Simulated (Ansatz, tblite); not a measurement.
# KF with GFN1-xTB from a Python script

These are simulated results from tblite 0.8.0, not measurements. The cell was built from a prototype and was relaxed with r2SCAN in plane waves (Ansatz 0.2.0). Not every such cell is a known phase. All runs are without spin polarisation.

It is cubic, Fm-3m (No. 225); conventional cell a = 5.318 Å, 18.80 Å³ an atom. K is surrounded by 6 F at 2.66 Å; F is surrounded by 6 K at 2.66 Å.

tblite solves periodic systems at the zone centre alone, so the script builds a cluster of 2×2×2 conventional cells (64 atoms), which folds in a coarse mesh of k points.

run.py reads:

```python
import json
from ase import Atoms
from ase.build import make_supercell
from ase.units import Bohr, GPa, Hartree
from tblite.interface import Calculator

atoms = Atoms(['K', 'F'],
              cell=[[0.0, 2.65896056, 2.65896056], [2.65896056, 0.0, 2.65896056], [2.65896056, 2.65896056, 0.0]],
              scaled_positions=[[0.0, 0.0, 0.0], [0.5, 0.5, 0.5]],
              pbc=True)
cluster = make_supercell(atoms, [[-2, 2, 2], [2, -2, 2], [2, 2, -2]])
calc = Calculator('GFN1-xTB', cluster.numbers, cluster.positions / Bohr, lattice=cluster.cell[:] / Bohr, periodic=cluster.pbc)
calc.set('temperature', 0.02 / Hartree)
calc.set('max-iter', 150)
res = calc.singlepoint()
levels = res.get('orbital-energies') * Hartree
nv = round(res.get('orbital-occupations').sum() / 2)
cells = len(cluster) // len(atoms)
out = {'energy_per_cell': res.get('energy') * Hartree / cells, 'homo': levels[nv - 1], 'lumo': levels[nv],
       'stress': (-res.get('virial') * Hartree / cluster.get_volume() / GPa).tolist(), 'charges': res.get('charges')[:len(atoms)].tolist(), 'electrons': 2 * nv / cells}
json.dump(out, open('results.json', 'w'))
for key, value in out.items():
    print(key, value)
```

Command: `python run.py`. It took 2.7 s on 1 thread of Arm Neoverse V1, on a shared host, peak memory 0.1 GiB.

What it printed:

```
------------------------------------------------------------
  cycle        total energy    energy error   density error
------------------------------------------------------------
      1     -168.0114796602  -1.6797126E+02   7.0748880E-01
      2      547.7802191259   7.1579170E+02   1.4564159E+00
      3     -156.4854466790  -7.0426567E+02   4.2928017E-01
      4     -171.0723827575  -1.4586936E+01   1.7008668E-01
      5     -170.9858798442   8.6502913E-02   1.6417829E-01
      6     -177.9616621753  -6.9757823E+00   8.8729054E-02
      7     -179.3526652009  -1.3910030E+00   3.6113593E-02
      8     -179.5970568834  -2.4439168E-01   9.7571761E-03
      9     -179.6139786575  -1.6921774E-02   1.8938499E-03
     10     -179.6149577477  -9.7909020E-04   1.9633874E-04
     11     -179.6149159749   4.1772755E-05   3.0689049E-04
     12     -179.6149622491  -4.6274151E-05   9.4084381E-05
     13     -179.6149670548  -4.8057562E-06   2.2271908E-06
     14     -179.6149670561  -1.2198882E-09   9.7372701E-07
------------------------------------------------------------

 total:                                   2.090 sec
energy_per_cell -152.73663138488865
homo 20.25542238991888
lumo 23.00536656054842
stress [[-4.965296666813539, -2.057051028359106e-13, -9.212798438581392e-14], [-2.0572434188275358e-13, -4.965296666813276, -3.057633812934055e-13], [-9.210144773017534e-14, -3.057495446656929e-13, -4.965296666812916]]
charges [0.6461499028031644, -0.6473719814348065]
electrons 8.0
```

The cycle table is in hartree for the whole cluster, and the lines after it are in eV (the energy for one cell). The printed stress is in GPa and positive in compression, and the pressure is its mean diagonal.

GFN1-xTB gives a gap of 2.75 eV. On the same cell, plane-wave PBE (Ansatz, 8×8×8 k points and the special points) gives a gap of 6.26 eV and r2SCAN a gap of 6.91 eV; on shared hosts these took about 1.4 and 3 core-seconds on the 2-atom cell, against 2.7 for the script. Semilocal gaps usually lie below measured ones. xTB was fitted to molecules, so gaps, charges and pressures of solids can be far off, and the gap also depends on the size of the cluster.

The same script was run on cells scaled at fixed shape and fractional coordinates:

```
volume (Å³/atom)  energy (meV/atom)  pressure (GPa, positive in compression)  gap (eV)
           16.54              -47.8                                    -1.92      3.41
           17.67              -26.7                                    -3.87      3.05
           18.80                0.0                                    -4.97      2.75
           19.93               36.9                                    -5.45      2.48
           21.05               76.1                                    -5.63      2.23
```

The minimum lies beyond the smallest of these volumes.

xTB was fitted mostly to molecules, and a small cluster samples few k points, so gaps, pressures and kinks along a curve can be far from a solid's.
